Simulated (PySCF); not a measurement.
**CF3CH2CO2H: NMR shifts in gas and solvents**

Aim: compute the NMR shifts of CF3CH2CO2H (`O=C(O)CC(F)(F)F`), and see what a dielectric continuum does where one was used.

The runs use PySCF 2.14.0, with density-fitted response routines of our own; the level of theory stands in each step. All values are computed, except where a source is named. Atoms are numbered from 0 throughout.

### Step 1. The molecule as given

11 atoms, charge 0, multiplicity 1; geometry from: GFN2-xTB. The atoms were then displaced at random by about 0.01 Å, so the start is not that level's minimum.

Bonds of the start (Å): O0–C1 1.22, C1–O2 1.33, C1–C3 1.49, C3–C4 1.53, C4–F5 1.34, C4–F6 1.35, C4–F7 1.35, O2–H8 1.00, C3–H9 1.08, C3–H10 1.12.

### Step 2. Optimising the geometry at PBE0-D3(BJ)/def2-TZVP

Job settings and geometry (Å):

```
{"job": {"xc": "PBE0", "basis": "def2-TZVP", "d3": "d3bj", "grid": 2, "shake": 0.01, "kind": "geom"}, "charge": 0, "multiplicity": 1}
O      1.457170    -0.807210     1.538770
C      1.032330    -0.451770     0.456710
O      1.756590     0.160210    -0.469190
C     -0.351430    -0.673880    -0.046630
C     -1.123290     0.635920    -0.228180
F     -2.407750     0.440900    -0.552840
F     -1.119290     1.374420     0.901870
F     -0.582610     1.415330    -1.183810
H      2.674200     0.340050    -0.118670
H     -0.359270    -1.175200    -1.004420
H     -0.938520    -1.284600     0.690710
```

On the command line:

```bash
OMP_NUM_THREADS=1 python probes_run.py task.json out
```

The driver reads the jobs from task.json and runs them one after another.

Log:

```text
step   0  E = -565.80719658  max force = 0.035965
step   1  E = -565.81082943  max force = 0.004189
step   2  E = -565.81135511  max force = 0.003715
step   3  E = -565.81138342  max force = 0.001974
step   4  E = -565.81138502  max force = 0.001561
step   5  E = -565.81139798  max force = 0.000772
step   6  E = -565.81140334  max force = 0.000282
optimisation converged
```

Wall time 3.4 min (1 thread of Arm Neoverse V1, shared host); peak memory 1.2 GiB.

The steps of the relaxation:

| step | energy from step 0 (eV) | largest force component (eV/Å) |
| --- | --- | --- |
| 0 | 0.0000 | 1.8494 |
| 1 | -0.0989 | 0.2154 |
| 2 | -0.1132 | 0.1910 |
| 3 | -0.1139 | 0.1015 |
| 4 | -0.1140 | 0.0803 |
| 5 | -0.1143 | 0.0397 |
| 6 | -0.1145 | 0.0145 |

Close pairs (by a distance rule), those that changed most:

| bond | before (Å) | after (Å) | change (Å) |
| --- | --- | --- | --- |
| C3–H10 | 1.123 | 1.088 | -0.035 |
| O2–H8 | 0.999 | 0.968 | -0.031 |
| C1–C3 | 1.489 | 1.509 | +0.020 |
| C3–C4 | 1.531 | 1.512 | -0.019 |
| O0–C1 | 1.216 | 1.197 | -0.018 |
| C4–F7 | 1.346 | 1.333 | -0.013 |
| C4–F6 | 1.350 | 1.337 | -0.012 |
| C1–O2 | 1.325 | 1.338 | +0.012 |

The end geometry stands in the next job.

| at the end point | value |
| --- | --- |
| point group (found at 0.08 Å tolerance) | C1 |
| rotational constants (GHz, main isotopes) | 3.759, 1.419, 1.285 |
| dipole moment (D) | 1.88 |

### Step 3. Nuclear shieldings: PBE0/pcSseg-2

Job settings and geometry (Å):

```
{"job": {"kind": "nmr", "xc": "PBE0", "basis": "pcSseg-2"}, "charge": 0, "multiplicity": 1}
O      1.430762    -0.860187     1.502777
C      1.040462    -0.461342     0.443528
O      1.817150     0.168711    -0.444580
C     -0.372569    -0.632562    -0.058115
C     -1.130342     0.665520    -0.225192
F     -2.411956     0.407796    -0.516004
F     -1.111011     1.392570     0.897268
F     -0.644401     1.426936    -1.205878
H      2.696023     0.245031    -0.046185
H     -0.364368    -1.134796    -1.027122
H     -0.912013    -1.242365     0.663757
```

Method: GIAO PBE0/pcSseg-2 NMR shielding, non-relativistic, gas phase.

Log:

```text
coarse grid: 10552 points
cycle   1  E = -565.5342262829  dE =  1.539e+00  |g| = 1.269e+00  |ddm| = 2.346e+00
cycle   2  E = -565.0123752541  dE =  5.219e-01  |g| = 2.172e+00  |ddm| = 1.619e+00
cycle   3  E = -565.7855101387  dE = -7.731e-01  |g| = 3.460e-01  |ddm| = 1.167e+00
cycle   4  E = -565.8059940037  dE = -2.048e-02  |g| = 1.039e-01  |ddm| = 2.087e-01
cycle   5  E = -565.8076529610  dE = -1.659e-03  |g| = 2.760e-02  |ddm| = 5.791e-02
cycle   6  E = -565.8078113903  dE = -1.584e-04  |g| = 5.398e-03  |ddm| = 2.079e-02
cycle   7  E = -565.8078166969  dE = -5.307e-06  |g| = 1.566e-03  |ddm| = 3.294e-03
final grid: 106968 points
cycle   8  E = -565.8010502027  dE = -1.088e-04  |g| = 1.119e-02  |ddm| = 4.604e-02
cycle   9  E = -565.8010034166  dE =  4.679e-05  |g| = 1.978e-02  |ddm| = 1.400e-02
cycle  10  E = -565.8010711638  dE = -6.775e-05  |g| = 2.254e-03  |ddm| = 9.573e-03
cycle  11  E = -565.8010720149  dE = -8.511e-07  |g| = 6.255e-04  |ddm| = 1.326e-03
cycle  12  E = -565.8010720777  dE = -6.281e-08  |g| = 1.128e-04  |ddm| = 2.940e-04
cycle  13  E = -565.8010720802  dE = -2.503e-09  |g| = 3.036e-05  |ddm| = 8.695e-05
cycle  14  E = -565.8010720803  dE = -1.693e-10  |g| = 8.101e-06  |ddm| = 2.255e-05
converged SCF energy = -565.8010720803

GIAO shielding tensors (ppm)
atom      isotropic    diamagn.    paramagn.     s11        s22        s33       span
  0 O     -124.292     393.756    -518.048   -383.309   -233.026    243.459    626.767
  1 C       11.419     251.753    -240.333    -94.113     52.499     75.873    169.986
  2 O      117.484     388.029    -270.545    -43.942    150.400    245.996    289.937
  3 C      142.102     245.849    -103.747    124.743    142.117    159.448     34.705
  4 C       49.871     238.988    -189.117     47.179     49.433     53.000      5.822
  5 F      243.859     466.224    -222.365    159.066    236.417    336.094    177.028
  6 F      251.889     469.126    -217.237    165.685    254.525    335.458    169.773
  7 F      251.061     468.717    -217.656    165.880    256.231    331.071    165.191
  8 H       25.209      30.274      -5.065     20.017     22.323     33.287     13.270
  9 H       28.406      29.571      -1.165     25.960     27.567     31.691      5.731
 10 H       28.607      30.115      -1.508     25.081     28.612     32.127      7.045
```

Run time: 58 s. Hardware: 1 thread of Arm Neoverse V1, shared host; peak memory 1.3 GiB.

The references, computed at this level on geometries of the same kind, shield at (ppm): 1H TMS 31.52, 13C TMS 186.0, 19F CFCl3 174.3, 17O H2O 329.5. Their shielding less the atom's gives the shift. The references are single molecules in the gas phase, so shifts against H2O, NH3, PH3, H3PO4 or CFCl3 are not on the usual liquid scales and can be off by tens of ppm. Atoms listed in one row are averaged.

| atoms | environment | σ (ppm) | δ (ppm) |
| --- | --- | --- | --- |
| C1 | carboxylic acid carbon | 11.4 | 174.6 |
| C4 | CF3 carbon | 49.9 | 136.2 |
| C3 | sp3 CH2 α to a carbonyl | 142.1 | 43.9 |
| H8 | hydrogen on an acid hydroxyl oxygen | 25.21 | 6.31 |
| H9, H10 | hydrogen on an sp3 CH2 α to a carbonyl | 28.51 | 3.02 |
| O0 | carbonyl oxygen | -124.3 | 453.8 |
| O2 | acid hydroxyl oxygen | 117.5 | 212.1 |
| F5, F6, F7 | fluorine of a CF3 group | 248.9 | -74.6 |

The run also stored atomic charges by several schemes (e):

| atoms | Mulliken | IAO | Hirshfeld | ESP fit |
| --- | --- | --- | --- | --- |
| O0 | -0.39 | -0.45 | -0.26 | -0.52 |
| C1 | 0.38 | 0.55 | 0.21 | 0.71 |
| O2 | -0.31 | -0.49 | -0.17 | -0.55 |
| C3 | -0.01 | -0.38 | -0.10 | -0.47 |
| C4 | 0.68 | 0.84 | 0.26 | 0.60 |
| F5, F6, F7 | -0.24 | -0.28 | -0.09 | -0.19 |

Mayer bond orders: O0–C1 1.99, C1–O2 1.16, C1–C3 0.94, C3–C4 0.98, C4–F5 1.02, C4–F6 1.03, C4–F7 1.04.

Orbitals, density, ELF and potential are computed afterwards from the orbital file.

Frontier orbitals at PBE0/pcSseg-2, with the share of their density that lies nearest to each atom:

| orbital | energy (eV) | lies on |
| --- | --- | --- |
| HOMO | -8.76 | O0 72 %; O2 10 %; C3 7 % |
| LUMO | -0.55 | C1 43 %; O0 26 %; O2 9 % |

ELF in a plane through or near 7 of the atoms.

Ten even steps from '0' (0.00) to '9' (1.00):
```
0000000000000000000000000000
0000000000000000000000000000
0000000000000000000000000000
0000000000000001121000000000
0000000000100025665310000000
0000001124530048888610000000
0000047767861048757400000000
0000189986873015784101200000
0000169974751013433477620000
0000013357844458717758730000
0000000024128738955755720000
0000001246369423622688510000
0000012456544679820265200000
0000002344301799960011000000
0000001123100899980000000000
0000000011000589960000000000
0000000000000034400000000000
0000000000000000000000000000
0000000000000000000000000000
0000000000000000000000000000
```
The map spans 10.3 Å across and 8.4 Å up, centred on the molecule. Atoms in the plane (x, y in Å): C1 (-1.2, -0.3), O2 (-1.6, 0.8), C3 (0.2, -0.6), F5 (2.5, -0.1), F7 (1.1, 1.6), H8 (-2.5, 1.0), H10 (0.5, -1.6).

log10 of the density (e/Å³) in the same plane.

Values, 10 rows by 14 columns:
```
-4.0 -4.0 -4.0 -4.0 -4.0 -4.0 -4.0 -4.0 -4.0 -4.0 -4.0 -4.0 -4.0 -4.0
-4.0 -4.0 -4.0 -4.0 -3.6 -3.5 -3.5 -2.9 -2.5 -2.6 -3.2 -4.0 -4.0 -4.0
-4.0 -4.0 -3.4 -2.5 -2.0 -1.9 -2.2 -1.4 -0.5 -0.9 -2.0 -3.2 -4.0 -4.0
-4.0 -3.7 -2.4 -0.9 -0.3 -0.2 -1.2 -0.6  0.9  0.2 -1.4 -2.2 -3.1 -4.0
-4.0 -3.5 -2.1 -0.3  0.5  0.6 -0.6 -0.8  0.1  0.0  0.0 -0.7 -2.1 -3.5
-4.0 -3.7 -2.5 -1.4 -0.4  0.5  0.2  0.2  0.2  0.1  1.6 -0.1 -1.9 -3.4
-4.0 -3.8 -2.6 -1.3 -0.5 -0.3 -0.3  0.2 -0.1 -1.1 -0.7 -1.3 -2.5 -4.0
-4.0 -4.0 -3.1 -2.0 -1.4 -1.4 -1.4 -0.5 -0.6 -2.0 -2.5 -2.9 -3.8 -4.0
-4.0 -4.0 -4.0 -3.1 -2.7 -2.7 -2.6 -2.2 -2.2 -3.0 -3.9 -4.0 -4.0 -4.0
-4.0 -4.0 -4.0 -4.0 -4.0 -4.0 -4.0 -3.8 -3.8 -4.0 -4.0 -4.0 -4.0 -4.0
```
The map spans 10.3 Å across and 8.4 Å up, centred on the molecule. Atoms in the plane (x, y in Å): C1 (-1.2, -0.3), O2 (-1.6, 0.8), C3 (0.2, -0.6), F5 (2.5, -0.1), F7 (1.1, 1.6), H8 (-2.5, 1.0), H10 (0.5, -1.6).

On the surface of density 0.002 e/bohr³ the electrostatic potential runs, from the 1st to the 99th percentile, from -1.28 V near O0 to 2.83 V near H8.

### Step 4. Nuclear shieldings: KT3/pcSseg-2

Same as in step 3 but for these lines:

```diff
@@ -1,2 +1,2 @@
-{"job": {"kind": "nmr", "xc": "PBE0", "basis": "pcSseg-2"}, "charge": 0, "multiplicity": 1}
+{"job": {"kind": "nmr", "xc": "KT3", "basis": "pcSseg-2", "pop": false}, "charge": 0, "multiplicity": 1}
 O      1.430762    -0.860187     1.502777
```

Method: GIAO KT3/pcSseg-2 NMR shielding, non-relativistic, gas phase.

Log:

```text
coarse grid: 10552 points
cycle   1  E = -573.3042375712  dE =  1.507e+00  |g| = 1.528e+00  |ddm| = 2.339e+00
cycle   2  E = -571.8599844072  dE =  1.444e+00  |g| = 3.153e+00  |ddm| = 2.746e+00
cycle   3  E = -573.5876902430  dE = -1.728e+00  |g| = 6.922e-01  |ddm| = 2.318e+00
cycle   4  E = -573.6780034637  dE = -9.031e-02  |g| = 2.079e-01  |ddm| = 4.772e-01
cycle   5  E = -573.6843488780  dE = -6.345e-03  |g| = 7.893e-02  |ddm| = 1.408e-01
cycle   6  E = -573.6857344245  dE = -1.386e-03  |g| = 1.462e-02  |ddm| = 6.846e-02
cycle   7  E = -573.6857739873  dE = -3.956e-05  |g| = 6.130e-03  |ddm| = 1.100e-02
cycle   8  E = -573.6857805955  dE = -6.608e-06  |g| = 1.692e-03  |ddm| = 4.219e-03
final grid: 106968 points
cycle   9  E = -573.6937682947  dE = -6.275e-04  |g| = 2.985e-02  |ddm| = 1.436e-01
cycle  10  E = -573.6935366137  dE =  2.317e-04  |g| = 4.905e-02  |ddm| = 3.483e-02
cycle  11  E = -573.6938852372  dE = -3.486e-04  |g| = 4.598e-03  |ddm| = 2.302e-02
cycle  12  E = -573.6938882414  dE = -3.004e-06  |g| = 2.534e-03  |ddm| = 3.555e-03
cycle  13  E = -573.6938892781  dE = -1.037e-06  |g| = 8.567e-04  |ddm| = 1.606e-03
cycle  14  E = -573.6938894308  dE = -1.528e-07  |g| = 9.974e-05  |ddm| = 6.737e-04
cycle  15  E = -573.6938894327  dE = -1.856e-09  |g| = 4.394e-05  |ddm| = 9.491e-05
cycle  16  E = -573.6938894330  dE = -3.555e-10  |g| = 1.213e-05  |ddm| = 2.956e-05
converged SCF energy = -573.6938894330

GIAO shielding tensors (ppm)
atom      isotropic    diamagn.    paramagn.     s11        s22        s33       span
  0 O      -95.449     393.706    -489.155   -317.847   -193.160    224.661    542.508
  1 C       20.992     252.049    -231.057    -74.687     63.563     74.101    148.788
  2 O      115.020     387.102    -272.082    -33.932    139.565    239.427    273.359
  3 C      141.142     247.422    -106.280    123.561    141.841    158.023     34.463
  4 C       48.704     240.246    -191.543     43.851     49.367     52.892      9.040
  5 F      233.166     467.861    -234.696    150.371    220.201    328.925    178.554
  6 F      241.470     471.443    -229.973    157.560    238.364    328.486    170.927
  7 F      240.836     471.053    -230.217    157.963    239.989    324.555    166.592
  8 H       25.568      30.668      -5.099     20.347     23.323     33.036     12.689
  9 H       28.411      30.157      -1.746     26.004     27.800     31.429      5.425
 10 H       28.708      30.575      -1.866     25.314     28.820     31.991      6.676
```

It took 67 s on 1 thread of Arm Neoverse V1, shared host; peak memory 1.1 GiB.

In short: δ C1 162.2, C4 134.5, C3 42.1, O0 420.7, H8 6.06, H9 3.07 ppm (means over like atoms).

[end of part 1 of 2]
